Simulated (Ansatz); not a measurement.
# Ga₂H₂F₄: small, medium and large basis sets

How large a basis does Ga₂H₂F₄ need? Two functionals are run in growing sets.

The runs use Ansatz 0.2.0, Gaussian basis; one geometry, several basis sets.

Plan: PBE0-D4/def2-SVP; ωB97M-V/def2-SVP; PBE0-D4/def2-QZVPP; ωB97M-V/def2-QZVPP; the functionals' def2-TZVPP values are taken from earlier runs.

## 1. The geometry

The geometry comes from an earlier relaxation with PBE0-D4 in a triple-zeta def2 set; it is a stationary point, not always the lowest conformer.

SMILES `[F][Ga@H-]1[F+][Ga@@H-]([F])[F+]1`, 8 atoms, charge 0, spin multiplicity 1.

Atoms are counted from 1 here; the program's logs count them from 0.

Bond lengths: F1–Ga2 1.736 Å, Ga2–F3 1.924 Å, Ga2–F6 1.924 Å, Ga2–H7 1.535 Å, F3–Ga4 1.924 Å, Ga4–F5 1.736 Å, Ga4–F6 1.924 Å, Ga4–H8 1.535 Å. Angles: F1–Ga2–F3 105.2°, F1–Ga2–F6 105.2°, F1–Ga2–H7 129.0°, F3–Ga2–F6 79.3°, F3–Ga2–H7 113.4°, F6–Ga2–H7 113.5°, Ga2–F3–Ga4 100.7°, F3–Ga4–F5 105.2°, F3–Ga4–F6 79.3°, F3–Ga4–H8 113.4°, F5–Ga4–F6 105.2°, F5–Ga4–H8 129.0°, F6–Ga4–H8 113.4°, Ga2–F6–Ga4 100.7°.

## 2. PBE0-D4 in def2-SVP

in.yaml reads:

```yaml
crystal:
  periodic: [false, false, false]
  atoms:
    - {symbol: F, position_ang: [2.156956, -1.357817, 0.281869]}
    - {symbol: Ga, position_ang: [1.378424, 0.176315, 0.517603]}
    - {symbol: F, position_ang: [0.352411, 0.472590, -1.082399]}
    - {symbol: Ga, position_ang: [-1.403969, -0.026494, -0.476608]}
    - {symbol: F, position_ang: [-1.653753, -1.635559, -1.079744]}
    - {symbol: F, position_ang: [-0.390932, -0.245668, 1.143937]}
    - {symbol: H, position_ang: [1.949168, 1.466408, 1.122526]}
    - {symbol: H, position_ang: [-2.388306, 1.150225, -0.427194]}
basis:
  gaussian: {orbitals: def2-SVP}
hamiltonian: {xc: pbe0, dispersion: d4}
output: {orbitals: {seedname: orbitals}}
```

Run with:

```console
$ ansatz run in.yaml --threads 4 --pin off --events-out ev --progress --plain --max-ram 11315MiB
```

Further steps of the session: ωB97M-V in def2-SVP; PBE0-D4 in def2-QZVPP; ωB97M-V in def2-QZVPP.

Before running them: what should the planned runs give, taken together? Wanted: PBE0-D4: double and triple zeta above quadruple; ωB97M-V: double and triple zeta above quadruple.

The runs gave:

```
                                       quantity           value
PBE0-D4: double and triple zeta above quadruple  29.91, 3.02 eV
ωB97M-V: double and triple zeta above quadruple  29.97, 2.89 eV
```

What this shows: For PBE0-D4 the step from double to triple zeta gains 26.89 eV and the next only 3.02 eV. Total energies overstate the basis error of differences, where much of it tends to cancel. The LUMO of ωB97M-V is positive and keeps falling with the basis (1.34 to 0.63 eV): an unbound level that the basis holds in place.
